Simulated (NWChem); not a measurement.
# the pair BNH3F···BH2Br, step by step

Aim: a single-point energy (singlet B2NH5BrF, PBE-D2/3-21G), then a single-point energy (singlet BNH3F, PBE-D2/3-21G), then a single-point energy (singlet BH2Br, PBE-D2/3-21G), then a single-point energy (singlet BNH3F, PBE-D2/3-21G), then a single-point energy (singlet BH2Br, PBE-D2/3-21G) of B2BrFH5N and its partners. 

The calculation is run with NWChem 7.3.0.

## Step 1: The structure to begin with

B2NH5BrF has 10 atoms, charge 0, and is taken as a singlet. The two molecules were placed rigidly side by side, at 1.1 times their contact distance; the pair isn't optimised.

Bond lengths: N1–B2 1.389 Å, B2–F3 1.337 Å, B7–Br8 1.891 Å, N1–H4 1.004 Å, N1–H5 1.006 Å, B2–H6 1.196 Å, B7–H9 1.188 Å, B7–H10 1.188 Å. Angles: N1–B2–F3 119.2°, N1–B2–H6 121.8°, F3–B2–H6 119.0°, B2–N1–H4 122.4°, B2–N1–H5 122.9°, Br8–B7–H9 117.8°, Br8–B7–H10 117.8°, H4–N1–H5 114.6°, H9–B7–H10 124.3°.

## Step 2: The energy at PBE-D2/3-21G (run 1)

The input, b2brfh5n.nw:

```
start b2brfh5n
title "B2BrFH5N"
memory total 2200 mb
charge 0

geometry units angstrom noautosym nocenter noautoz
   N    -0.433380    0.111770   -0.574400
   B     0.408720   -0.141030    0.501500
   F     0.439720    0.721070    1.523600
   H    -0.494780   -0.502630   -1.365700
   H    -1.028980    0.921370   -0.624500
   H     1.108720   -1.110530    0.539500
   B    -1.440340   -0.131000    4.659470
   Br   -1.929560   -1.652450    5.670460
   H    -0.288330    0.156990    4.612740
   H    -2.305200    0.473300    4.112710
end

basis "ao basis" spherical bse
   * library 3-21G
end

dft
   xc xpbe96 cpbe96
   mult 1
   disp vdw 2
   grid fine
   convergence energy 1e-08
   maxiter 100
   mulliken
   noprint "final vectors analysis"
end

task dft energy
```

On the command line:

```
$ nwchem b2brfh5n.nw > b2brfh5n.out
```

Log (excerpt; [...] marks lines left out):

```text
[...]
          Wavefunction type:  closed shell.
          No. of atoms     :    10
          No. of electrons :    66
[...]
          Charge           :     0
          Spin multiplicity:     1
[...]
          AO basis - number of functions:    68
[...]
              XC Information
              --------------
          PerdewBurkeErnzerhof Exchange Functional  1.000
            Perdew 1991 LDA Correlation Functional  1.000 local
           PerdewBurkeErnz. Correlation Functional  1.000 non-local
[...]
 d= 0,ls=0.0,diis     1  -2767.2794835053 -3.00D+03  2.50D-02  9.27D-01     0.9
[...]
 d= 0,ls=0.0,diis    11  -2767.3907509143 -5.64D-09  1.80D-07  9.10D-11     5.9
         Total DFT energy =    -2767.390750914304
      One electron energy =    -4305.785520649036
           Coulomb energy =     1428.655091972558
    Exchange-Corr. energy =     -118.043512590318
 Nuclear repulsion energy =      227.786282764103
    Dispersion correction =       -0.003092411612
[...]
      Total Density - Mulliken Population Analysis
     ---------------------------------------------
    Atom       Charge   Shell Charges
 -----------   ------   -------------------------------------------------------
    1 N    7     7.74   1.99  0.38  1.92  1.26  2.21
    2 B    5     4.60   1.98  0.40  1.28  0.40  0.53
    3 F    9     9.23   1.98  0.45  2.50  1.52  2.78
    4 H    1     0.69   0.46  0.23
    5 H    1     0.69   0.45  0.24
    6 H    1     1.05   0.46  0.59
    7 B    5     5.20   1.98  0.44  1.25  0.78  0.75
    8 Br  35    34.99   2.00  2.00  5.99  2.00  5.95  0.85  2.43  1.15  2.63 10.00
    9 H    1     0.90   0.46  0.44
   10 H    1     0.92   0.46  0.46
[...]
```

It took 6.6 s on 1 thread of AMD EPYC 9R14 (Zen 4), shared host; peak memory 0.12 GiB.

## Step 3: BNH3F: a single-point energy at PBE-D2/3-21G (run 2)

The input, mymol.nw:

```
start mymol
memory stack 880 mb heap 220 mb global 1100 mb
charge 0

geometry units bohr noautosym nocenter noautoz
  N  -0.81896951  0.21121469 -1.08545869
  B   0.77236886 -0.26650808  0.94769765
  F   0.83095037  1.36262482  2.87918672
  H  -0.93499869 -0.94983304 -2.58079897
  H  -1.94449039  1.74113696 -1.18013396
  H   2.09517715 -2.09859755  1.01950724
end

basis "ao basis" spherical bse
  N library 3-21G
  B library 3-21G
  F library 3-21G
  H library 3-21G
end

dft
  xc xpbe96 cpbe96
  disp vdw 2
  grid fine
  convergence energy 1e-08
  iterations 100
  mulliken
  print low
end

task dft energy
```

On the command line:

```
$ nwchem mymol.nw > mymol.out
```

Log (excerpt; [...] marks lines left out):

```text
[...]
 d= 0,ls=0.0,diis     1   -180.0832082437 -2.45D+02  3.92D-02  6.20D-01     0.3
[...]
 d= 0,ls=0.0,diis    10   -180.1536150278 -2.33D-09  8.55D-07  1.95D-09     1.6
         Total DFT energy =     -180.153615027755
      One electron energy =     -376.819619245198
           Coulomb energy =      153.817538720060
    Exchange-Corr. energy =      -22.330759732542
 Nuclear repulsion energy =       65.180622366334
    Dispersion correction =       -0.001397136410
[...]
      Total Density - Mulliken Population Analysis
     ---------------------------------------------
    Atom       Charge   Shell Charges
 -----------   ------   -------------------------------------------------------
    1 N    7     7.75   1.99  0.38  1.92  1.26  2.21
    2 B    5     4.60   1.98  0.40  1.28  0.40  0.53
    3 F    9     9.23   1.98  0.45  2.50  1.52  2.78
    4 H    1     0.69   0.46  0.23
    5 H    1     0.69   0.45  0.24
    6 H    1     1.05   0.46  0.59
[...]
```

Run time: 2.2 s. Hardware: 1 thread of AMD EPYC 9R14 (Zen 4), shared host; peak memory 0.11 GiB.

## Step 4: BH2Br: a single-point energy at PBE-D2/3-21G (run 3)

The input, nw.nw:

```
start nw
memory total 2200 mb
geometry units au noautosym nocenter noautoz
B     -2.72184813    -0.24755412     8.80512219
Br    -3.64633994    -3.12267793    10.71561640
H     -0.54486473     0.29666810     8.71681528
H     -4.35619666     0.89440737     7.77189553
end
basis spherical bse
* library 3-21G
end
dft
xc xpbe96 cpbe96
disp vdw 2
grid fine
convergence energy 1e-08
iterations 100
mulliken
noprint "final vectors analysis"
end
task dft
```

On the command line:

```
$ nwchem nw.nw > nw.out
```

Log (excerpt; [...] marks lines left out):

```text
[...]
          Wavefunction type:  closed shell.
          No. of atoms     :     4
          No. of electrons :    42
[...]
          Charge           :     0
          Spin multiplicity:     1
[...]
          AO basis - number of functions:    35
[...]
              XC Information
              --------------
          PerdewBurkeErnzerhof Exchange Functional  1.000
            Perdew 1991 LDA Correlation Functional  1.000 local
           PerdewBurkeErnz. Correlation Functional  1.000 non-local
[...]
 d= 0,ls=0.0,diis     1  -2587.1931872009 -2.65D+03  3.35D-02  3.11D-01     0.3
[...]
 d= 0,ls=0.0,diis     8  -2587.2350094878  4.24D-09  5.36D-06  3.03D-08     1.4
         Total DFT energy =    -2587.235009487789
      One electron energy =    -3738.719306880634
           Coulomb energy =     1179.609921360863
    Exchange-Corr. energy =      -95.713824485565
 Nuclear repulsion energy =       67.589284939927
    Dispersion correction =       -0.001084422380
[...]
      Total Density - Mulliken Population Analysis
     ---------------------------------------------
    Atom       Charge   Shell Charges
 -----------   ------   -------------------------------------------------------
    1 B    5     5.20   1.98  0.44  1.25  0.78  0.75
    2 Br  35    34.98   2.00  2.00  5.99  2.00  5.95  0.85  2.43  1.15  2.61 10.00
    3 H    1     0.91   0.46  0.45
    4 H    1     0.91   0.46  0.45
[...]
```

Run time: 2 s. Hardware: 1 thread of AMD EPYC 9R14 (Zen 4), shared host; peak memory 0.11 GiB.

## Step 5: BNH3F among ghost functions: a single-point energy at PBE-D2/3-21G (with ghost functions) (run 4)

The input, bfh3n.nw:

```
start bfh3n
title "BFH3N energy"
memory total 2200 mb

geometry units angstroms noautosym nocenter noautoz
   N    -0.433380    0.111770   -0.574400
   B     0.408720   -0.141030    0.501500
   F     0.439720    0.721070    1.523600
   H    -0.494780   -0.502630   -1.365700
   H    -1.028980    0.921370   -0.624500
   H     1.108720   -1.110530    0.539500
   bqB     -1.440340    -0.131000     4.659470
   bqBr    -1.929560    -1.652450     5.670460
   bqH     -0.288330     0.156990     4.612740
   bqH     -2.305200     0.473300     4.112710
end

basis spherical bse
   N library 3-21G
   B library 3-21G
   F library 3-21G
   H library 3-21G
   bqB library B 3-21G
   bqBr library Br 3-21G
   bqH library H 3-21G
end

dft
   xc xpbe96 cpbe96
   disp vdw 2
   grid fine
   convergence energy 1e-08
   iterations 100
   mulliken
   print low
end

task dft
```

On the command line:

```
$ nwchem bfh3n.nw > bfh3n.out
```

Log (excerpt; [...] marks lines left out):

```text
[...]
 d= 0,ls=0.0,diis     1   -180.0841869026 -2.45D+02  1.90D-02  6.20D-01     0.8
[...]
 d= 0,ls=0.0,diis    10   -180.1546145406 -2.31D-09  4.12D-07  1.92D-09     4.9
         Total DFT energy =     -180.154614540582
      One electron energy =     -376.804951256477
           Coulomb energy =      153.800221418233
    Exchange-Corr. energy =      -22.329114657007
 Nuclear repulsion energy =       65.180627090722
    Dispersion correction =       -0.001397136054
[...]
      Total Density - Mulliken Population Analysis
     ---------------------------------------------
    Atom       Charge   Shell Charges
 -----------   ------   -------------------------------------------------------
    1 N    7     7.75   1.99  0.38  1.92  1.26  2.21
    2 B    5     4.59   1.98  0.40  1.28  0.40  0.53
    3 F    9     9.23   1.98  0.45  2.50  1.52  2.78
    4 H    1     0.69   0.46  0.23
    5 H    1     0.69   0.45  0.24
    6 H    1     1.05   0.46  0.59
    7 X    0     0.00  -0.00 -0.00 -0.00  0.00  0.00
    8 X    0     0.00  -0.00 -0.00 -0.00 -0.00 -0.00 -0.00 -0.00 -0.00  0.00 -0.00
    9 X    0     0.00  -0.00  0.00
   10 X    0    -0.00   0.00 -0.00
[...]
```

Wall time 5.7 s (1 thread of AMD EPYC 9R14 (Zen 4), shared host); peak memory 0.12 GiB.

## Step 6: BH2Br among ghost functions: the energy at PBE-D2/3-21G (with ghost functions) (run 5)

The input, input.nw:

```
echo
START input
memory 2200 mb

GEOMETRY units atomic noautosym nocenter noautoz
  B  -2.72184813 -0.24755412  8.80512219
  Br -3.64633994 -3.12267793 10.71561640
  H  -0.54486473  0.29666810  8.71681528
  H  -4.35619666  0.89440737  7.77189553
  bqN     -0.818970     0.211215    -1.085459
  bqB      0.772369    -0.266508     0.947698
  bqF      0.830950     1.362625     2.879187
  bqH     -0.934999    -0.949833    -2.580799
  bqH     -1.944490     1.741137    -1.180134
  bqH      2.095177    -2.098598     1.019507
END

BASIS spherical bse
  B library 3-21G
  Br library 3-21G
  H library 3-21G
  bqN library N 3-21G
  bqB library B 3-21G
  bqF library F 3-21G
  bqH library H 3-21G
END

DFT
  xc xpbe96 cpbe96
  disp vdw 2
  grid fine
  convergence energy 1e-08
  maxiter 100
  mulliken
  print low
END

TASK dft energy
```

On the command line:

```
$ nwchem input.nw > input.out
```

Log (excerpt; [...] marks lines left out):

```text
[...]
 d= 0,ls=0.0,diis     1  -2587.1932497186 -2.65D+03  1.72D-02  3.11D-01     0.8
[...]
 d= 0,ls=0.0,diis     8  -2587.2350915206  4.22D-09  2.76D-06  3.03D-08     4.0
         Total DFT energy =    -2587.235091520578
      One electron energy =    -3738.715708380385
           Coulomb energy =     1179.606026172338
    Exchange-Corr. energy =      -95.713609830077
 Nuclear repulsion energy =       67.589284939927
    Dispersion correction =       -0.001084422380
[...]
      Total Density - Mulliken Population Analysis
     ---------------------------------------------
    Atom       Charge   Shell Charges
 -----------   ------   -------------------------------------------------------
    1 B    5     5.20   1.98  0.44  1.25  0.78  0.75
    2 Br  35    34.98   2.00  2.00  5.99  2.00  5.95  0.85  2.43  1.15  2.61 10.00
    3 H    1     0.91   0.46  0.45
    4 H    1     0.91   0.46  0.45
    5 X    0    -0.00  -0.00  0.00 -0.00 -0.00 -0.00
    6 X    0     0.00  -0.00 -0.00 -0.00  0.00  0.00
    7 X    0     0.00  -0.00 -0.00 -0.00 -0.00  0.00
    8 X    0    -0.00  -0.00 -0.00
    9 X    0     0.00   0.00  0.00
   10 X    0    -0.00  -0.00 -0.00
[...]
```

Run time: 4.8 s. Hardware: 1 thread of AMD EPYC 9R14 (Zen 4), shared host; peak memory 0.12 GiB.

## Step 7: Outcome

```
                                                                                                                  quantity           value
                                                                                         run 1, PBE-D2/3-21G: total energy  -2767.39075 Eh
                                                                                        run 1, PBE-D2/3-21G: dipole moment          2.78 D
                                                                                    run 1, PBE-D2/3-21G: dispersion energy    -8.12 kJ/mol
                                                                                                       BNH3F: total energy   -180.15362 Eh
                                                                                                  BNH3F: dispersion energy    -3.67 kJ/mol
                                                                                                       BH2Br: total energy  -2587.23501 Eh
                                                                                                      BH2Br: dipole moment          0.19 D
                                                                                                  BH2Br: dispersion energy    -2.85 kJ/mol
                                                                                 BNH3F among ghost functions: total energy   -180.15461 Eh
                                                                            BNH3F among ghost functions: dispersion energy    -3.67 kJ/mol
                                                                                 BH2Br among ghost functions: total energy  -2587.23509 Eh
                                                                            BH2Br among ghost functions: dispersion energy    -2.85 kJ/mol
              interaction energy of the rigid parts BNH3F and BH2Br (parts in their own basis; closest atoms 3.22 Å apart)       -0.058 eV
interaction energy of the rigid parts BNH3F and BH2Br (parts in the whole basis, counterpoise; closest atoms 3.22 Å apart)       -0.028 eV
```

In words: The interaction energy of the rigid parts BNH3F and BH2Br (parts in their own basis; closest atoms 3.22 Å apart) is −0.06 eV (−1.3 kcal/mol): the parts attract. Without counterpoise this holds the superposition error of the basis. The interaction energy of the rigid parts BNH3F and BH2Br (parts in the whole basis, counterpoise; closest atoms 3.22 Å apart) is −0.03 eV (−2.7 kJ/mol): the parts attract. The basis-set superposition error is 2.8 kJ/mol. Mulliken charges (run 1, PBE-D2/3-21G) run from -0.74 on N1 to +0.40 on B2; they depend strongly on the basis. Mulliken charges (BNH3F) run from -0.75 on N1 to +0.40 on B2; they depend strongly on the basis.
